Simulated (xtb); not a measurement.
# AlPH3F3 (SMILES F[P+](F)(F)[AlH3-]): a first try and a second

Wanted: energy and gradient of AlPH3F3, GFN2-xTB.

Program for the calculation: xtb 6.7.1.

4 further runs of the same task are left out: 4 set aside as unsound or not needed.

**1. The structure to begin with**

AlPH3F3: 8 atoms, total charge 0, spin state singlet. As SMILES, `F[P+](F)(F)[AlH3-]`. The shape comes from GFN2-xTB, which is rough for such elements, and wasn't checked as a minimum.

Bond lengths: F1–P2 1.584 Å, P2–F3 1.583 Å, P2–F4 1.580 Å, P2–Al5 2.547 Å, Al5–H6 1.560 Å, Al5–H7 1.562 Å, Al5–H8 1.561 Å. Some angles: F1–P2–F3 94.9°, F1–P2–F4 94.8°, F1–P2–Al5 124.6°, F3–P2–F4 94.8°, F3–P2–Al5 122.6°, F4–P2–Al5 117.9°, P2–Al5–H6 93.4°, P2–Al5–H7 92.8°, P2–Al5–H8 92.9°, H6–Al5–H7 119.7°.

**2. The input as first written**

mol.coord reads:

```
$coord
      1.750207644845     -2.156952295909      3.362767638772  f
      1.127769653915     -1.402498037914      0.533620863072  p
      0.766680786022     -4.218794675966     -0.405705301696  f
      3.985035554350     -1.219307987392     -0.312995338022  f
     -1.838646827477      2.161053001600     -0.758290402029  al
     -2.530494458964      2.828731035952      2.028035179687  h
      0.310406413231      3.650761900165     -2.126282040906  h
     -3.570977663183      0.357007059464     -2.321150598878  h
$end
```

Run with:

```bash
$ xtb missing_mol.coord --uhf 0 --iterations 80 --gfn 2 --grad -P 1 > run.log
```

Log:

```text
########################################################################
[ERROR] Program stopped due to fatal error
-2- Command line argument parsing failed
-1- prog_main: No input file given, so there is nothing to do
########################################################################
```

Standard error:

```text
ERROR STOP
Error termination. Backtrace:
abnormal termination of xtb
```

Wall time 0.029 s (1 thread of AMD EPYC 9R45 (Zen 5), shared host).

**3. Reading the log**

The input was rejected.

The log says `2- Command line argument parsing failed`. The fault: a file that the run needs isn't there. In place of `xtb missing_mol.coord --uhf 0 --iterations 80 --gfn 2 --grad -P 1 > run.log` the sound input has `xtb coord --gfn 2 --grad > run.log 2> xtb.err`.

**4. Second attempt**

coord reads:

```
$coord
      1.750207644845     -2.156952295909      3.362767638772  f
      1.127769653915     -1.402498037914      0.533620863072  p
      0.766680786022     -4.218794675966     -0.405705301696  f
      3.985035554350     -1.219307987392     -0.312995338022  f
     -1.838646827477      2.161053001600     -0.758290402029  al
     -2.530494458964      2.828731035952      2.028035179687  h
      0.310406413231      3.650761900165     -2.126282040906  h
     -3.570977663183      0.357007059464     -2.321150598878  h
$end
```

Run with:

```bash
$ xtb coord --gfn 2 --grad > run.log 2> xtb.err
```

Log (excerpt; [...] marks lines left out):

```text
* xtb version 6.7.1
[...]
          :  # basis functions                  35          :
[...]
          :  # electrons                        32          :
[...]
          :  Hamiltonian                  GFN2-xTB          :
[...]
          :  net charge                          0          :
          :  unpaired electrons                  0          :
[...]
   *** convergence criteria satisfied after 12 iterations ***
[...]
         ::                     SUMMARY                     ::
         :::::::::::::::::::::::::::::::::::::::::::::::::::::
         :: total energy             -19.449074041931 Eh    ::
         :: gradient norm              0.000796685974 Eh/a0 ::
         :: HOMO-LUMO gap              4.107275944559 eV    ::
         ::.................................................::
         :: SCC energy               -19.493755319926 Eh    ::
         :: -> isotropic ES            0.067608548728 Eh    ::
         :: -> anisotropic ES          0.014875649343 Eh    ::
         :: -> anisotropic XC         -0.012538128475 Eh    ::
         :: -> dispersion             -0.005117915268 Eh    ::
         :: repulsion energy           0.044681277995 Eh    ::
         :: add. restraining           0.000000000000 Eh    ::
         :: total charge              -0.000000000000 e     ::
         :::::::::::::::::::::::::::::::::::::::::::::::::::::
[...]
        16        2.0000           -0.4236761             -11.5288 (HOMO)
        17                         -0.2727365              -7.4215 (LUMO)
[...]
molecular dipole:
                 x           y           z       tot (Debye)
 q only:       -0.022      -0.025       0.037
   full:       -0.053       0.024       0.014       0.152
molecular quadrupole (traceless):
[...]
          | TOTAL ENERGY              -19.449074041931 Eh   |
          | GRADIENT NORM               0.000796685974 Eh/α |
          | HOMO-LUMO GAP               4.107275944559 eV   |
           -------------------------------------------------
[...]
```

Standard error:

```text
normal termination of xtb
```

Run time: 0.021 s. Hardware: 1 thread of AMD EPYC 9R45 (Zen 5), shared host.

**5. What came out**

At GFN2-xTB:

```
                      quantity          value
                  total energy   -19.44907 Eh
                 dipole moment         0.15 D
                   HOMO energy      -11.53 eV
                   LUMO energy       -7.42 eV
                 HOMO–LUMO gap        4.11 eV
             dispersion energy  -13.44 kJ/mol
      largest force on an atom     0.027 eV/Å
mean polarisability (D4 model)     66.3 bohr³
```
